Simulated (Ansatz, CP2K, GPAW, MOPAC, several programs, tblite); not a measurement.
**KScS2 (ordering on rocksalt) from semi-empirical methods to plane-wave DFT**

An ordered 4-atom cell of KScS2 on the rocksalt lattice (P4/mmm), relaxed with r2SCAN in Ansatz, was computed with several methods. Space group P4/mmm (No. 123), tetragonal; a = 4.035 Å, c = 5.465 Å in the conventional setting, 22.25 Å³ an atom. Around K lie 6 S at 2.73–2.85 Å; around S lie 2 K at 2.73 Å and 4 Sc at 2.85 Å; around Sc lie 6 S at 2.73–2.85 Å; around S lie 2 Sc at 2.73 Å and 4 K at 2.85 Å. Spin-unpolarised throughout. Whether this structure exists isn't addressed.

```
K S Sc
1.0
     4.03526    0.00000    0.00000
     0.00000    4.03526    0.00000
     0.00000    0.00000    5.46549
K S Sc
1 2 1
Direct
  0.00000 0.00000 0.00000
  0.00000 0.00000 0.50000
  0.50000 0.50000 0.00000
  0.50000 0.50000 0.50000
```

Gaps and times are for a single point on this cell; volume and bulk modulus come from each method's own relaxation or energy curve at fixed shape, which is too stiff where a cell has free coordinates or axes. Times are rough, from shared hosts (AMD EPYC 9R45 96-Core Processor), and each method has its own mesh and cell size. A double dagger marks a value from a curve with shape and coordinates held. GFN1-xTB (tblite) and PM6 (MOPAC): levels, charges or heat of formation failed a check of plausibility, so no values are given. PM6 (MOPAC), PM7 (MOPAC), GFN1-xTB (tblite) treat a cluster of cells at its zone centre, which samples few k points: where these miss a band edge, the gap comes out too large for that reason alone. Gaps from k meshes are read at a limited set of points (mesh, symmetry points, PBE's band edges), so each method's own least gap may be somewhat smaller. xTB and the PM methods were fitted mostly to molecules, and can miss a solid's gap by electronvolts. Minimal bases can be far off for gaps. d marks a direct gap, i an indirect one (no mark: not told apart), a dash a value that wasn't computed or didn't pass its checks.

```
                              method              kind      gap (eV)  own volume (Å³/atom)  bulk modulus (GPa)  atoms computed  processor time
light PBE (260 eV and a coarse mesh)  light plane-wave        0.05 d                     –                   –               4          0.64 s
                                 PBE         semilocal        0.05 d                 22.49                 58‡               4           2.2 s
                              r2SCAN         semilocal        0.26 d                 22.25                 64‡               4           5.2 s
                      PBE/SZV (CP2K)       small basis  overlap 0.07                21.62‡                 70‡               4           9.9 s
                   GFN1-xTB (tblite)     tight binding             –                     –                   –              72            19 s
                     PBE/DZVP (CP2K)       small basis          0.01                22.39‡                 57‡               4            23 s
                         PM7 (MOPAC)    semi-empirical          6.61                     –                   –              72            28 s
                         PM6 (MOPAC)    semi-empirical             –                     –                   –              72            35 s
              PBE/single zeta (GPAW)       small basis        0.16 d                     –                   –               4            73 s
```

Against r2SCAN (0.26 eV) and with closed or daggered gaps left aside, the nearest gap at the points sampled is that of PBE/single zeta (GPAW) (-0.10 eV) and the farthest that of PM7 (MOPAC) (+6.35 eV). r2SCAN is only a yardstick of convenience: semilocal gaps usually lie below measured ones, which GLLB-SC and hybrids aim to mend.

Volumes against r2SCAN's: PBE +1.1 %.

Runs without a result: GFN2-xTB (tblite) (single point).
